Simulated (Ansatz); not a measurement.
# Zn6F in Ansatz: reference runs

How does Zn6F come out in PBE? The cell is run as given.

Everything below comes from runs of Ansatz 0.2.0. Logs are shortened: lines on timing, memory, paths and dates and some standing lists are left out, and cuts for length are marked.

## (1) The cell of the first run

The cell holds a slab with vacuum, 14 atoms: a = 5.330 Å, b = 4.947 Å, c = 24.102 Å, α = 90.00°, β = 90.00°, γ = 90.00°.

## (2) Single point, PBE

File input.yaml:

```yaml
crystal:
  lattice:
    - [5.3295961064, 0.0, 0.0]
    - [0.0, 4.9467, 0.0]
    - [0.0, 0.0, 24.1024265569]
  atoms:
    - { symbol: Zn, position: [0.5, 0.75, 0.3319167878] }
    - { symbol: Zn, position: [0.0, 0.75, 0.3319167878] }
    - { symbol: Zn, position: [0.75, 0.25, 0.3638331151] }
    - { symbol: Zn, position: [0.25, 0.25, 0.3638331151] }
    - { symbol: Zn, position: [0.75, 0.75, 0.4276657699] }
    - { symbol: Zn, position: [0.25, 0.75, 0.4276657699] }
    - { symbol: Zn, position: [0.0, 0.25, 0.4595820973] }
    - { symbol: Zn, position: [0.5, 0.25, 0.4595820973] }
    - { symbol: Zn, position: [0.0, 0.75, 0.523414752] }
    - { symbol: Zn, position: [0.5, 0.75, 0.523414752] }
    - { symbol: Zn, position: [0.25, 0.25, 0.5553310794] }
    - { symbol: Zn, position: [0.75, 0.25, 0.5553310794] }
    - { symbol: F, position: [0.4211849256, 0.0863724114, 0.6805300918] }
    - { symbol: F, position: [0.25, 0.25, 0.6507571559] }
hamiltonian:
  xc: pbe
  pseudopotentials: { kind: paw }
kpoints:
  mp_grid: { grid: [5, 6, 1] }
scf:
  occupations: { method: fermi_dirac, width: 0.05 }
output:
  forces: true
  eigenvalues: true
efield:
  axis: 3
  dipole_correction: true
  ramp_width: 0.04
```

Potentials or basis: Ansatz PAW.

The run is started by

```
$ ansatz run input.yaml --threads 4 --pin off --max-ram 11264MiB --backend cpu --events-out ev --progress --plain --runs-dir out
```

The log of the run:

```text
Warning: RAYON_NUM_THREADS=4 ignored (pool sized by the plan → 4); use --threads N
Engine: ansatz 0.2.0, aarch64-unknown-linux-gnu
Pseudopotentials: kind: paw
Pseudopotential: Zn, paw, valence charge 12, recommended cutoff 420 eV (normal), Zn.paw.azcp
Pseudopotential: F, paw, valence charge 7, recommended cutoff 420 eV (normal), F.paw.azcp
Functional definition: PBE
  parameter kappa = 0.804
  parameter beta = 0.06672455060314922
  exchange = pbe_x(kappa = kappa, mu = beta*pi^2/3)
  correlation = pbe_c(beta = beta)
Crystal: 14 atoms, lattice volume = 635.434 Å³
Basis set: ecut = 420 eV, 12409 PW (Γ), exchange–correlation on 72×72×324 points (8 copies of the dense FFT grid, shifted against one another)
Bands: 95, of which v1, the nominal top of the filled ones, is band 79 counted from 1 (78 counted from 0)
Symmetry: 1 space group operations
Space group: P1 (ITA 1), of the structure as read, at distance tolerance 8.6e-5 Å
k-points: 16 of 30 (time reversal used)
Non-local potential: Zn, projectors of the file, l = 0: 2, l = 1: 2, l = 2: 3, l = 3: 1
Non-local potential: F, projectors of the file, l = 0: 2, l = 1: 2, l = 2: 1
PAW form: soft (Blöchl's): semilocal exchange-correlation on the pseudo side does not see the compensation charge
PAW one-centre angular grid: Zn, 590 points (default); XC on 64 Gauss nodes
PAW one-centre angular grid: F, 110 points (default); XC on 64 Gauss nodes
Initial density: superposition of atomic densities (neutral atoms: chi_scale 0, normalization atom), corrected by the library's trained network
Initial wavefunctions: pseudopotential atomic-orbital guess
Functional: x = pbe(κ = 0.804, μ = 0.2195149727645171), c = pbe(β = 0.06672455060314922)
SCF iter   1: F=—  HF=-41437.415565 eV  |F-HF|=—  |Δ(HF+E_count)|=         —  Δρ=4.16e-3  dr2=4.57e-1  ethr=1.77e-3  p=-0.282 e·Å  D=-8.04e-2 V/Å  ΔV_dip=1.94 eV  dr2_dipole=1.69e-1  V_vac-E_F(+/−)=6.06/4.13 eV  ⟨swp⟩=12.9  Hψ=8924  notcnv=0  defer=39
efield: sawtooth ramp at fractional position 0.9862 (placed from the atoms, in the widest stretch of the axis that holds none; the zero of the levels goes with the place), width 0.0400; the density the first Hamiltonian is built on has a dipole p = -0.282 e·Å; the dipole correction subtracts the counter field D = -8.04e-2 V/Å, which shifts the + side's vacuum level by +1.94 eV against the − side's; the planar-averaged density in the ramp window peaks in size at 6.7e-6 e/Å³
preconditioner: auto → LDOS  [metal: Δε(μ)=0.063 eV  Ē_g=10.198 eV  σ=0.050 eV  W_gap=0.31  n_scr=104 (ndim 8)  ℏωp=18.5 eV  f_vac=0.611  D(μ)=3.31/eV (n_scr^D=6)  β→1.0]
SCF iter   2: F=—  HF=-41437.387720 eV  |F-HF|=—  |Δ(HF+E_count)|=   2.78e-2  Δρ=6.08e-3  dr2=5.30e-1  ethr=2.89e-4  p=-0.207 e·Å  D=-5.90e-2 V/Å  ΔV_dip=1.42 eV  dr2_dipole=1.73e-1  V_vac-E_F(+/−)=5.75/4.33 eV  ⟨swp⟩=2.8  Hψ=3106  notcnv=0  defer=97
SCF iter   3: F=—  HF=-41437.397061 eV  |F-HF|=—  |Δ(HF+E_count)|=   9.34e-3  Δρ=1.15e-3  dr2=1.02e-2  ethr=2.89e-4  p=-0.230 e·Å  D=-6.54e-2 V/Å  ΔV_dip=1.58 eV  dr2_dipole=1.72e-3  V_vac-E_F(+/−)=5.85/4.27 eV  ⟨swp⟩=2.0  Hψ=1555  notcnv=0  defer=97
SCF iter   4: F=—  HF=-41437.396919 eV  |F-HF|=—  |Δ(HF+E_count)|=   1.42e-4  Δρ=6.28e-4  dr2=1.46e-3  ethr=6.45e-6  p=-0.225 e·Å  D=-6.42e-2 V/Å  ΔV_dip=1.55 eV  dr2_dipole=4.39e-5  V_vac-E_F(+/−)=5.83/4.28 eV  ⟨swp⟩=2.0  Hψ=2995  notcnv=0  defer=94
SCF iter   5: F=—  HF=-41437.397226 eV  |F-HF|=—  |Δ(HF+E_count)|=   3.07e-4  Δρ=4.17e-4  dr2=7.05e-4  ethr=9.26e-7  p=-0.223 e·Å  D=-6.34e-2 V/Å  ΔV_dip=1.53 eV  dr2_dipole=3.67e-5  V_vac-E_F(+/−)=5.82/4.29 eV  ⟨swp⟩=2.0  Hψ=2538  notcnv=0  defer=94
SCF iter   6: F=—  HF=-41437.397968 eV  |F-HF|=—  |Δ(HF+E_count)|=   7.42e-4  Δρ=2.36e-4  dr2=2.33e-4  ethr=4.46e-7  p=-0.222 e·Å  D=-6.33e-2 V/Å  ΔV_dip=1.52 eV  dr2_dipole=1.01e-5  V_vac-E_F(+/−)=5.82/4.29 eV  ⟨swp⟩=2.0  Hψ=2639  notcnv=0  defer=94
SCF iter   7: F=—  HF=-41437.398417 eV  |F-HF|=—  |Δ(HF+E_count)|=   4.49e-4  Δρ=9.20e-5  dr2=3.56e-5  ethr=1.47e-7  p=-0.223 e·Å  D=-6.34e-2 V/Å  ΔV_dip=1.53 eV  dr2_dipole=4.90e-7  V_vac-E_F(+/−)=5.82/4.29 eV  ⟨swp⟩=2.0  Hψ=2671  notcnv=0  defer=94
SCF iter   8: F=—  HF=-41437.398740 eV  |F-HF|=—  |Δ(HF+E_count)|=   3.23e-4  Δρ=4.32e-5  dr2=1.21e-5  ethr=2.25e-8  p=-0.223 e·Å  D=-6.35e-2 V/Å  ΔV_dip=1.53 eV  dr2_dipole=1.20e-6  V_vac-E_F(+/−)=5.82/4.29 eV  ⟨swp⟩=2.1  Hψ=2717  notcnv=0  defer=94
SCF iter   9: F=—  HF=-41437.398750 eV  |F-HF|=—  |Δ(HF+E_count)|=   1.04e-5  Δρ=1.28e-5  dr2=1.41e-6  ethr=7.64e-9  p=-0.223 e·Å  D=-6.35e-2 V/Å  ΔV_dip=1.53 eV  dr2_dipole=1.16e-7  V_vac-E_F(+/−)=5.82/4.29 eV  ⟨swp⟩=2.0  Hψ=2628  notcnv=0  defer=94
SCF iter  10: F=-41437.398755 eV  HF=-41437.398752 eV  |F-HF|=2.86e-6  |Δ(HF+E_count)|=   1.99e-6  Δρ=4.51e-6  dr2=6.18e-8  ethr=6.33e-11  p=-0.223 e·Å  D=-6.36e-2 V/Å  ΔV_dip=1.53 eV  dr2_dipole=3.83e-11  V_vac-E_F(+/−)=5.82/4.29 eV  ⟨swp⟩=15.3  Hψ=10225  notcnv=0
SCF 1 converged in 10 iterations: F = -41437.398755 eV  dr2 = 6.18e-8
SCF converged after 10 iterations
Free energy (F): -41437.398755 eV
Harris-Foulkes:  -41437.398752 eV  (|F-HF|=2.86e-6)
Internal energy: -41437.365279 eV  (E = F + TS)
E sigma→0 (E₀):  -41437.382017 eV
Entropy (-TS):   -0.033476 eV (-2.391 meV/atom)
Fermi energy:    -0.180904 eV
Dipole field:    D = -0.063563 V/Å  (p = -0.223211 e·Å, saw-weighted, corrected)
Work function:   Φ+ = 5.8246 eV   Φ− = 4.2925 eV
Levels:          The Fermi level and band energies are counted from a zero that moves with the ramp; work functions are not
--- Per-component energies (eV) ---
  E_band       = -1145.951162
  E_kinetic    = 1970.971759
  E_local      = -171459.258644  (includes V_loc(G=0)·N_el)
  E_nonlocal   = 7480.544779
  E_hartree    = 83267.165318
  E_xc         = -1801.536736
  E_vxc        = -821.137852  (∫ρ·V_xc dr)
  E_paw        = -22302.497219  (= ΣΔE_a)
  E_vpaw       = -4841.029508  (= ΣTr[D̂ρ^β])
  E_aug_tail   = -0.000416  (compensation charges beyond the density's cutoff)
  E_efield     = 0.007094  (sawtooth field / dipole correction)
  E_vefield    = -10.376716  (∫n·V_field dr)
  E_ewald      = 61407.238785
  E_smearing   = -0.033476  (= −TS)
  E_closure    = 0.000000  (closes the sum)
  Σ components = -41437.398755   (vs F -41437.398755, Δ=0.00e0)
--- Forces (eV/Å), atoms counted from 1 ---
  atom   1  Zn     0.02388608    -0.01876256     0.03595396
  atom   2  Zn    -0.02252822    -0.00481483     0.03774500
  atom   3  Zn    -0.01630896     0.02369519    -0.48667569
  atom   4  Zn     0.01531338    -0.00805625    -0.46174978
  atom   5  Zn     0.01410323    -0.00745208     0.24382005
  atom   6  Zn    -0.01016252    -0.01751724     0.20437482
  atom   7  Zn     0.00294378     0.01153697    -0.23379954
  atom   8  Zn     0.00053711     0.01421307    -0.15207275
  atom   9  Zn    -0.01068230    -0.00765822     0.45788184
  atom  10  Zn     0.02089527     0.00369914     0.46722855
  atom  11  Zn    -0.06535855     0.05978868     0.10207760
  atom  12  Zn     0.07038340    -0.00297922    -0.09804492
  atom  13  F      3.02073655    -2.62821690     2.50291782
  atom  14  F     -3.04384166     2.58259751    -2.61970097
  max |Σ_I F_I| component: 8.34e-5 eV/Å
--- Band table (eV; the first three rows and the last of 16) ---
  k-point 0: bands = ["-28.0464", "-21.9646", "-9.8237", "-9.6412", "-8.4316", "-8.2503", "-8.2092", "-8.2068", "-8.1992", "-8.1861", "-8.0735", "-8.0611", "-8.0421", "-8.0387", "-7.9954", "-7.9821", "-7.8069", "-7.7205", "-7.6834", "-7.6754", "-7.6661", "-7.6537", "-7.6300", "-7.5865", "-7.5642", "-7.5633", "-7.5569", "-7.5329", "-7.5163", "-7.5040", "-7.5008", "-7.4855", "-7.4826", "-7.4680", "-7.4604", "-7.4549", "-7.4461", "-7.3226", "-7.3122", "-7.2679", "-7.2649", "-7.2311", "-7.2275", "-7.1961", "-7.1903", "-7.1861", "-7.1806", "-7.1554", "-7.1509", "-7.1467", "-7.0974", "-7.0821", "-7.0795", "-7.0614", "-7.0376", "-7.0368", "-7.0044", "-6.9649", "-6.9180", "-6.9020", "-6.9006", "-6.8935", "-6.8930", "-6.8907", "-6.8831", "-6.8532", "-6.7798", "-4.5335", "-3.7918", "-3.7093", "-3.6379", "-3.6229", "-2.8515", "-2.6763", "-1.9720", "-1.9645", "-1.5682", "-1.0770", "-0.8511", "0.0338", "0.5808", "0.6527", "1.5002", "1.7081", "1.7681", "2.0180", "2.1209", "3.0740", "3.0745", "3.7709", "3.8556", "4.0280", "4.0506", "4.1924", "4.6113"]
  k-point 1: bands = ["-28.0463", "-21.9649", "-9.7206", "-9.5809", "-8.4045", "-8.2351", "-8.2097", "-8.2062", "-8.1965", "-8.1853", "-8.1285", "-8.1217", "-7.9938", "-7.9761", "-7.9709", "-7.9543", "-7.7970", "-7.7540", "-7.7378", "-7.7183", "-7.6987", "-7.6884", "-7.6767", "-7.6427", "-7.6255", "-7.6170", "-7.5789", "-7.5339", "-7.5061", "-7.4903", "-7.4785", "-7.4661", "-7.4288", "-7.4189", "-7.4172", "-7.4002", "-7.3944", "-7.3569", "-7.2749", "-7.2304", "-7.2274", "-7.2207", "-7.2106", "-7.2077", "-7.2025", "-7.1659", "-7.1575", "-7.1275", "-7.1102", "-7.1013", "-7.0951", "-7.0846", "-7.0794", "-7.0695", "-7.0584", "-7.0316", "-6.9849", "-6.9642", "-6.9291", "-6.9159", "-6.9025", "-6.8910", "-6.8872", "-6.8803", "-6.8690", "-6.8451", "-6.7683", "-4.6915", "-4.4531", "-3.7716", "-3.6813", "-3.4952", "-3.4895", "-2.8346", "-1.8485", "-1.8412", "-1.4636", "-0.5643", "-0.1052", "0.0431", "0.2509", "0.3119", "1.2039", "1.2263", "1.2690", "1.6685", "2.5126", "2.5223", "3.6504", "3.8512", "3.8855", "4.1581", "4.3539", "4.9764", "4.9860"]
  k-point 2: bands = ["-28.0460", "-21.9656", "-9.6755", "-9.1738", "-8.4035", "-8.2511", "-8.2051", "-8.2023", "-8.1960", "-8.1390", "-8.1348", "-8.1014", "-7.9861", "-7.9632", "-7.9564", "-7.9420", "-7.8511", "-7.8493", "-7.8378", "-7.7751", "-7.7708", "-7.7657", "-7.7019", "-7.6539", "-7.6275", "-7.6182", "-7.6085", "-7.5395", "-7.5095", "-7.4833", "-7.4566", "-7.4524", "-7.4352", "-7.3522", "-7.3424", "-7.3152", "-7.3050", "-7.2855", "-7.2522", "-7.2392", "-7.1974", "-7.1861", "-7.1785", "-7.1701", "-7.1660", "-7.1592", "-7.1477", "-7.1446", "-7.1170", "-7.1009", "-7.0803", "-7.0619", "-7.0470", "-7.0193", "-7.0071", "-6.9910", "-6.9804", "-6.9761", "-6.9581", "-6.9500", "-6.8911", "-6.8856", "-6.8584", "-6.8567", "-6.8271", "-6.8122", "-6.6149", "-6.1525", "-4.7695", "-3.8513", "-3.6806", "-3.5620", "-3.0379", "-3.0341", "-1.8308", "-1.5540", "-1.5434", "-0.9453", "-0.9409", "-0.9122", "0.0404", "0.8302", "0.9642", "1.2117", "1.7459", "1.8037", "2.2145", "3.1181", "3.3828", "3.5231", "4.1592", "4.6199", "4.9193", "4.9370", "5.1722"]
  k-point 15: bands = ["-28.0460", "-21.9657", "-9.6678", "-8.8355", "-8.2630", "-8.0784", "-8.0717", "-8.0351", "-8.0166", "-8.0056", "-7.9800", "-7.9328", "-7.9105", "-7.8942", "-7.8432", "-7.8015", "-7.7869", "-7.7315", "-7.7085", "-7.6927", "-7.6877", "-7.6774", "-7.6348", "-7.6279", "-7.5897", "-7.5791", "-7.5438", "-7.5348", "-7.4998", "-7.4774", "-7.4659", "-7.4445", "-7.4385", "-7.4202", "-7.4167", "-7.3967", "-7.3894", "-7.3771", "-7.3650", "-7.3537", "-7.3392", "-7.3183", "-7.3057", "-7.2909", "-7.2530", "-7.2370", "-7.2135", "-7.2058", "-7.1844", "-7.1657", "-7.1586", "-7.1319", "-7.1277", "-7.1217", "-7.1035", "-7.0990", "-7.0936", "-7.0873", "-7.0665", "-7.0265", "-7.0171", "-6.9990", "-6.9818", "-6.9725", "-6.9635", "-6.9042", "-6.7982", "-6.1875", "-5.2860", "-3.9339", "-3.8269", "-3.6548", "-3.5059", "-2.8076", "-2.6052", "-1.9797", "-0.9562", "-0.6116", "0.0498", "0.3492", "0.6977", "0.8320", "1.3675", "1.6853", "2.1343", "2.1944", "2.4691", "3.1598", "3.5491", "3.7919", "4.4801", "4.7693", "5.0426", "5.0954", "5.4716"]
```

It took 38 s on 4 threads of Arm Neoverse V1, shared host; peak memory 1.7 GiB.

Results:

```yaml
Free_energy: -41437.3988 eV
Largest_force: 4.775 eV/Å
Band_gap_on_the_k_mesh: none (metal or under the smearing width)
Work_function_of_the_upper_face: 5.82 eV
Work_function_of_the_lower_face: 4.29 eV
Dipole_across_the_slab: -0.223 e·Å
```

Forces on the atoms (eV/Å):
```
Zn   0.024 -0.019  0.036
Zn  -0.023 -0.005  0.038
Zn  -0.016  0.024 -0.487
Zn   0.015 -0.008 -0.462
Zn   0.014 -0.007  0.244
Zn  -0.010 -0.018  0.204
Zn   0.003  0.012 -0.234
Zn   0.001  0.014 -0.152
Zn  -0.011 -0.008  0.458
Zn   0.021  0.004  0.467
Zn  -0.065  0.060  0.102
Zn   0.070 -0.003 -0.098
F    3.021 -2.628  2.503
F   -3.044  2.583 -2.620
```

Levels at points of the mesh, in eV from the Fermi level:
| k point | band 76 | band 77 | band 78 | band 79 | band 80 | band 81 | band 82 | band 83 |
| --- | --- | --- | --- | --- | --- | --- | --- | --- |
| (0.00, 0.00, 0.00) | -1.78 | -1.39 | -0.90 | -0.67 | 0.21 | 0.76 | 0.83 | 1.68 |
| (0.00, -0.50, 0.00) | -1.86 | -1.85 | -0.93 | -0.92 | -0.14 | 0.00 | 0.46 | 0.61 |
